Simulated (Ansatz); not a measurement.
# C3H5FO2S: the cost of one run

Method: RKS B3LYP-D4/6-31G*, in Ansatz 0.2.0.

## Step 1: The starting structure

Bond lengths: O1–C2 1.430 Å, C2–O3 1.396 Å, C2–S4 1.862 Å, C2–C5 1.495 Å, C5–C6 1.354 Å, C6–F7 1.321 Å, O1–H8 0.932 Å, O3–H9 0.973 Å, S4–H10 1.313 Å, C5–H11 1.063 Å, C6–H12 1.087 Å. Angles (14 of 15 angles, heavy atoms first): O1–C2–O3 107.2°, O1–C2–S4 107.6°, O1–C2–C5 110.7°, O3–C2–S4 110.1°, O3–C2–C5 110.8°, S4–C2–C5 110.4°, C2–C5–C6 125.1°, C5–C6–F7 119.8°, C2–O1–H8 102.3°, C2–O3–H9 106.9°, C2–S4–H10 92.5°, C2–C5–H11 116.1°, C6–C5–H11 118.7°, C5–C6–H12 126.9°.

Structure file:

```xyz
12

O     0.0645   -1.6336    1.1153
C     0.4169   -0.4552    0.3850
O     0.5431    0.5825    1.3099
S     2.0537   -0.7750   -0.4430
C    -0.6278   -0.1337   -0.6351
C    -1.1906    1.0849   -0.8146
F    -2.1126    1.2510   -1.7456
H     0.8873   -2.0603    1.2115
H    -0.2374    0.5424    1.8891
H     2.2135    0.4931   -0.7447
H    -0.9805   -0.9504   -1.2177
H    -0.9531    1.9991   -0.2760
```

## Step 2: End point A

The input, input.yaml:

```yaml
crystal:
  periodic: [false, false, false]
  atoms:
    - { symbol: O, position_ang: [0.0645, -1.6336, 1.1153] }
    - { symbol: C, position_ang: [0.4169, -0.4552, 0.385] }
    - { symbol: O, position_ang: [0.5431, 0.5825, 1.3099] }
    - { symbol: S, position_ang: [2.0537, -0.775, -0.443] }
    - { symbol: C, position_ang: [-0.6278, -0.1337, -0.6351] }
    - { symbol: C, position_ang: [-1.1906, 1.0849, -0.8146] }
    - { symbol: F, position_ang: [-2.1126, 1.251, -1.7456] }
    - { symbol: H, position_ang: [0.8873, -2.0603, 1.2115] }
    - { symbol: H, position_ang: [-0.2374, 0.5424, 1.8891] }
    - { symbol: H, position_ang: [2.2135, 0.4931, -0.7447] }
    - { symbol: H, position_ang: [-0.9805, -0.9504, -1.2177] }
    - { symbol: H, position_ang: [-0.9531, 1.9991, -0.276] }
basis:
  gaussian: { orbitals: "6-31G*" }
hamiltonian:
  xc: b3lyp
  dispersion: d4
relax:
  f_tol: 0.02
  max_steps: 50
```

Started as:

```bash
$ ansatz run input.yaml --threads 2 --pin off --max-ram 3072MiB --backend cpu --events-out ev --progress --plain --runs-dir out
```

**Question.** How long does this run take on 2 threads of Intel Xeon 6975P-C (Granite Rapids), shared host, and how much memory does it need?

About 26 s, with a peak of 0.32 GiB.
